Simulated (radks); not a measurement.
# Mn in [Ar] 3d5 4s2: an all-electron calculation

An exercise on one series of results from a longer session: the logs are not shown, and one member is left open.

Method: scalar-relativistic Kohn-Sham, AM05, spin-polarised, spherical densities, point nucleus; open shells are filled with parallel spins first. Code: radks (a radial shooting solver on a logarithmic mesh, Libxc functionals) version 1.

### What is computed

* element: manganese (Z = 25)
* charge: 0
* electrons: 25
* configuration: [Ar] 3d5 4s2

The outer shells:

Mn
```
[Ar] core
3d [↑ ][↑ ][↑ ][↑ ][↑ ]
4s [↑↓]
```

Set-up of the first run:

Input:

```text
Z 25
configuration [Ar] 3d5 4s2 4p0 5s0
relativity scalar-relativistic
functional am05,am05
spin polarised
nucleus point
c 137.035999084
```

Launch:

```bash
$ python run_ks.py task.json out
```

All runs below come from this command, one after another.

One of the session's tables, all rows but one given; the rest of the session is left out.

It belongs to the step «Orbitals and density». Radial moments (bohr):

```
  level      <r>  outermost maximum (interpolated)  90 % within  nodes
  1s up  0.06099                            0.0399        0.109      0
1s down  0.06099                            0.0399        0.109      0
  2s up   0.2802                             0.233        0.435      1
2s down   0.2796                             0.233        0.433      1
  2p up   0.2477                             0.189        0.406      0
2p down   0.2470                             0.188        0.405      0
  3s up   0.8526                             0.737         1.28      2
3s down   0.8554                             0.738         1.28      2
  3p up   0.9044                             0.752         1.40      1
3p down   0.9101                             0.754         1.41      1
  3d up    1.190                             0.758         2.08      0
  4s up    2.987                              2.44         4.55      3
4s down    3.304                              2.69         5.05      3
3d down    1.365                             0.773         2.53      0
  4p up        ?                                 ?            ?      ?
4p down    4.874                              3.67         7.78      2
```

**Question.** Estimate the row for 4p up.

As computed: <r>: 4.349; outermost maximum (interpolated): 3.25; 90 % within: 6.96; nodes: 2. In the column «<r>» it lies between 4s down (3.304) and 4p down (4.874).

Caveats from the session: Open shells are spherical and high-spin; term and fine-structure splittings are not resolved.
